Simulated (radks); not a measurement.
# The Coulomb parameter U of the 3d shell of Ti⁺

Aim: U as the second difference [E(n + 0.5) + E(n − 0.5) − 2E(n)]/0.5², with all orbitals relaxed. Bare: the atom's charge changes with n. Screened: the 4s shell takes up the change. The start is a model configuration, not necessarily the ground state.

The numbers are computed with radks (a radial shooting solver on a logarithmic mesh, Libxc functionals) version 1 (scalar-relativistic Kohn-Sham, PBE, spin-unpolarised, spherical densities, finite nucleus), except any that are marked as measured or tabulated.

## 1. The system

| Property | Result |
| --- | --- |
| element | titanium (Z = 22) |
| charge | +1 |
| electrons | 21 |
| configuration | [Ar] 3d2 4s1 |
| nuclear rms radius | 3.5921 fm |

The outer shells:

Ti⁺
```
[Ar] core
3d [↑ ][↑ ][  ][  ][  ]
4s [↑ ]
```

## 2. Start: [Ar] 3d2 4s1

The run's settings:

```text
Z 22
configuration [Ar] 3d2 4s1
relativity scalar-relativistic
functional pbe,pbe
spin unpolarised
nucleus finite rms 3.5921 fm
c 137.035999084
```

## 3. Bare +0.5: [Ar] 3d2.5 4s1

Changes since step 2:

```diff
@@ -1,3 +1,3 @@
 Z 22
-configuration [Ar] 3d2 4s1
+configuration [Ar] 3d2.5 4s1
 relativity scalar-relativistic
```

## 4. Bare -0.5: [Ar] 3d1.5 4s1

Changes since step 3:

```diff
@@ -1,3 +1,3 @@
 Z 22
-configuration [Ar] 3d2.5 4s1
+configuration [Ar] 3d1.5 4s1
 relativity scalar-relativistic
```

## 5. Screened +0.5: [Ar] 3d2.5 4s0.5

Changes since step 4:

```diff
@@ -1,3 +1,3 @@
 Z 22
-configuration [Ar] 3d1.5 4s1
+configuration [Ar] 3d2.5 4s0.5
 relativity scalar-relativistic
```

## 6. Screened -0.5: [Ar] 3d1.5 4s1.5

Changes since step 5:

```diff
@@ -1,3 +1,3 @@
 Z 22
-configuration [Ar] 3d2.5 4s0.5
+configuration [Ar] 3d1.5 4s1.5
 relativity scalar-relativistic
```

Before running it: what results should come out?

The runs gave:

```
                  quantity  value (eV)
                   U, bare      11.665
         U, screened by 4s       2.442
F0(3d,3d), frozen orbitals      16.747
```

In words: Relaxing the orbitals brings U down to 70 % of the Slater integral F0. Letting 4s compensate leaves 21 % of the bare value; this second difference measures U(3d,3d) + U(4s,4s) − 2U(3d,4s). A solid screens further than the bare atom, so the bare value is an upper guide for the U of a crystal.
